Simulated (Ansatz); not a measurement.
**ClGaH₃OSi radical: small, medium and large basis sets**

The task here is to estimate one member of a computed series from the others.

The runs use Ansatz 0.2.0, Gaussian basis; one geometry, several basis sets.

Plan: PBE0-D4/def2-SVP; ωB97M-V/def2-SVP; PBE0-D4/def2-QZVPP; ωB97M-V/def2-QZVPP; the functionals' def2-TZVPP values are taken from earlier runs.

## The relaxed structure

An earlier PBE0-D4 in a triple-zeta def2 set relaxation fixed the geometry.

SMILES `[SiH3][O][Ga][Cl]`, 7 atoms, charge 0, spin multiplicity 2.

Atoms are counted from 1 here; the program's logs count them from 0.

Bond lengths: Si1–O2 1.638 Å, Si1–H5 1.490 Å, Si1–H6 1.486 Å, Si1–H7 1.486 Å, O2–Ga3 1.783 Å, Ga3–Cl4 2.161 Å. Angles: O2–Si1–H5 111.1°, O2–Si1–H6 109.5°, O2–Si1–H7 109.5°, H5–Si1–H6 108.7°, H5–Si1–H7 108.7°, H6–Si1–H7 109.3°, Si1–O2–Ga3 140.7°, O2–Ga3–Cl4 116.3°.

The first run:

Contents of in.yaml:

```yaml
crystal:
  periodic: [false, false, false]
  atoms:
    - {symbol: Si, position_ang: [-0.018813, 1.163531, 0.161160]}
    - {symbol: O, position_ang: [-0.011344, -0.474371, 0.204746]}
    - {symbol: Ga, position_ang: [0.079382, -1.883457, -0.883230]}
    - {symbol: Cl, position_ang: [0.015360, -3.825687, 0.061089]}
    - {symbol: H, position_ang: [0.092220, 1.664383, -1.237870]}
    - {symbol: H, position_ang: [1.129507, 1.685703, 0.946034]}
    - {symbol: H, position_ang: [-1.286322, 1.669909, 0.748072]}
basis:
  gaussian: {orbitals: def2-SVP}
magnetization: {spin_polarized: true, initial_magnetization: 1}
hamiltonian: {xc: pbe0, dispersion: d4}
output: {orbitals: {seedname: orbitals}}
```

Command:

```
> ansatz run in.yaml --threads 4 --pin off --events-out ev --progress --plain --max-ram 10444MiB
```

Steps of the session up to this table: PBE0-D4 in def2-SVP; ωB97M-V in def2-SVP; PBE0-D4 in def2-QZVPP; ωB97M-V in def2-QZVPP.

One table of the session follows, with a row left open; its other results are not shown here.

It belongs to the step «Density functionals: the series». 

| functional | basis | HOMO (eV) | LUMO (eV) |
| --- | --- | --- | --- |
| PBE0-D4 | def2-SVP | -6.88 | -3.78 |
| PBE0-D4 | def2-TZVPP | ? | ? |
| PBE0-D4 | def2-QZVPP | -6.98 | -3.87 |
| ωB97M-V | def2-SVP | -8.90 | -2.08 |
| ωB97M-V | def2-TZVPP | -8.99 | -2.15 |
| ωB97M-V | def2-QZVPP | -9.04 | -2.24 |

Q: Estimate the row for PBE0-D4, def2-TZVPP from the others.

**Answer.** HOMO (eV): -6.95; LUMO (eV): -3.83. In the column «HOMO (eV)» it lies between PBE0-D4, def2-QZVPP (-6.98) and PBE0-D4, def2-SVP (-6.88).
